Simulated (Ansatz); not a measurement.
# AlGaHF+ (doublet): the correlation ladder, cc-pVDZ

How much of the correlation energy of AlGaHF+ (doublet) does each wave-function method recover here?

Program: Ansatz 0.2.0, Gaussian basis. Level of theory: cc-pVDZ, core rule «outside noble gas», up to 20 orbitals frozen. These are calculated values, not measurements.

The runs, in order: UHF; CCSD(T) on ROHF; CCSD(T) on UHF; BCCD(T) on ROHF; CISD as a restricted active space (open shells left free, so some higher excitations enter); CCSDT(Q) on ROHF; CCSDT(Q) on UHF.

4 further runs of the same task are left out: 4 set aside as unsound or not needed. Runs told in other sessions of the task aren't counted.

## (1) The geometry

The geometry is a PBE0/def2-TZVP stationary point (not a proven minimum) of the parent state, kept for this charge and spin. No spin-orbit coupling is included. The filled d shell of Ga may be among the frozen orbitals whatever the setting's name suggests.

4 atoms, charge 1, spin multiplicity 2.

Atoms are counted from 1 here; the program's logs count them from 0.

Bond lengths: Al1–H4 1.648 Å, Ga2–F3 1.770 Å.

## (2) UHF

in.yaml reads:

```yaml
crystal:
  periodic: [false, false, false]
  atoms:
    - {symbol: Al, position_ang: [0.000000, -0.316483, 2.307778]}
    - {symbol: Ga, position_ang: [0.000000, 0.239515, -0.387410]}
    - {symbol: F, position_ang: [0.000000, -0.498414, -1.995707]}
    - {symbol: H, position_ang: [0.000000, 1.298269, 2.638305]}
basis:
  gaussian: {orbitals: cc-pVDZ}
total_charge: 1
magnetization: {spin_polarized: true, initial_magnetization: 1}
hamiltonian: {xc: hf}
output: {orbitals: {seedname: orbitals}}
```

Command:

```sh
ansatz run in.yaml --threads 1 --pin off --events-out ev --progress --plain --max-ram 4096MiB --backend cpu
```

The runs that follow: CCSD(T) on ROHF; CCSD(T) on UHF; BCCD(T) on ROHF; CISD as a restricted active space (open shells left free, so some higher excitations enter); CCSDT(Q) on ROHF; CCSDT(Q) on UHF.

Before running them: what should the planned runs give, taken together? Wanted: UCCSDT(Q) from the RHF energy; RMP2 from UCCSDT(Q); UMP2 from UCCSDT(Q); RCCSD from UCCSDT(Q); RCCSD(T) from UCCSDT(Q); UCCSD(T) from UCCSDT(Q); RCCSDT(Q) from UCCSDT(Q); T1 diagnostic.

The runs gave:

| quantity | value |
| --- | --- |
| UCCSDT(Q) from the ROHF energy | -8.3326 eV |
| RMP2 from UCCSDT(Q) | +18.99 kcal/mol |
| UMP2 from UCCSDT(Q) | +18.85 kcal/mol |
| RCCSD from UCCSDT(Q) | +5.63 kcal/mol |
| RCCSD(T) from UCCSDT(Q) | +1.20 kcal/mol |
| UCCSD(T) from UCCSDT(Q) | +1.18 kcal/mol |
| RCCSDT(Q) from UCCSDT(Q) | +0.19 kcal/mol |
| levels within 1 kcal/mol (43 meV) | RCCSDT, UCCSDT, RCCSDT(Q) |
| T1 diagnostic | 0.029 |

In words: RCCSD(T) lands +1.20 kcal/mol from the yardstick (0.6 % of the correlation energy). These misses are within one basis, not against nature; the frozen cores of restricted and unrestricted runs differ, which can shift their rows.
